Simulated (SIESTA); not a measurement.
# Cu2Sn2Pd: band structure with PBEsol

The system is Cu2Sn2Pd.

```
Sn Pd Cu
1.0
     4.41587    0.00000    0.00000
    -2.20793    3.82425    0.00000
     0.00000    0.00000    5.52184
Sn Pd Cu
2 1 2
Cartesian
  2.2079 1.2748 4.3941
  0.0000 2.5495 1.1277
  0.0000 0.0000 2.7609
  2.2079 1.2748 1.6436
  0.0000 2.5495 3.8782
```

The cell comes from a database or a generator and needn't be the stable form of this composition.

| Item | Value |
| --- | --- |
| Program | SIESTA 5.4.2 |
| Task | band structure |
| Functional | PBEsol |
| Potentials or basis | PseudoDojo 0.4 standard (PBEsol files) |
| Basis | DZP (energy shift 0.003 Ry; two zetas on semicore shells) |
| Grid cutoff | 800 Ry |
| Energy shift | 0.003 Ry |
| k mesh | 7 × 7 × 5 |
| Occupations | fermi-dirac, width 0.05 eV |
| Spin | no spin polarisation |

The pressure is -4.2 GPa, the largest force is 0.195 eV/Å and the band gap on the k mesh is none (metal or under the smearing width).

Forces on the atoms (eV/Å):
```
Sn   0.000  0.000  0.091
Sn   0.000  0.000 -0.091
Pd   0.000  0.000  0.000
Cu   0.000  0.000  0.195
Cu   0.000  0.000 -0.195
```

Stress tensor (GPa, compression positive):
```
-4.24  0.00  0.00
 0.00 -4.24  0.00
 0.00  0.00 -4.02
```

Levels at the corners of the path, in eV from the Fermi level:
| point | band 39 | band 40 | band 41 | band 42 | band 43 | band 44 | band 45 | band 46 |
| --- | --- | --- | --- | --- | --- | --- | --- | --- |
| Γ | -2.08 | -1.56 | 1.09 | 1.45 | 1.45 | 2.86 | 2.86 | 3.62 |
| M | -2.10 | -2.09 | -2.01 | -1.15 | -0.45 | -0.05 | 2.74 | 3.34 |
| K | -2.48 | -2.05 | -0.59 | -0.59 | -0.08 | 0.22 | 0.22 | 3.84 |
| Γ | -2.08 | -1.56 | 1.09 | 1.45 | 1.45 | 2.86 | 2.86 | 3.62 |
| A | -2.08 | 0.62 | 1.35 | 1.35 | 1.52 | 3.15 | 3.15 | 3.48 |
| L | -2.17 | -1.96 | -1.74 | -0.54 | 0.91 | 1.47 | 2.66 | 4.73 |
| H | -2.22 | -1.99 | -1.83 | -1.63 | -1.63 | 4.73 | 4.73 | 6.19 |
| A | -2.08 | 0.62 | 1.35 | 1.35 | 1.52 | 3.15 | 3.15 | 3.48 |
| L | -2.17 | -1.96 | -1.74 | -0.54 | 0.91 | 1.47 | 2.66 | 4.73 |
| M | -2.10 | -2.09 | -2.01 | -1.15 | -0.45 | -0.05 | 2.74 | 3.34 |
| K | -2.48 | -2.05 | -0.59 | -0.59 | -0.08 | 0.22 | 0.22 | 3.84 |
| H | -2.22 | -1.99 | -1.83 | -1.63 | -1.63 | 4.73 | 4.73 | 6.19 |

Run time: 3.5 min on 1 thread of Arm Neoverse V1, with other jobs on the host, peak memory 0.62 GiB.

Caveat: short orbitals over semicore shells can move pressures by several GPa; spin-orbit coupling is left out, which moves the levels of the heavy elements; the basis of atomic orbitals isn't converged, which shifts pressures, moduli and gaps.
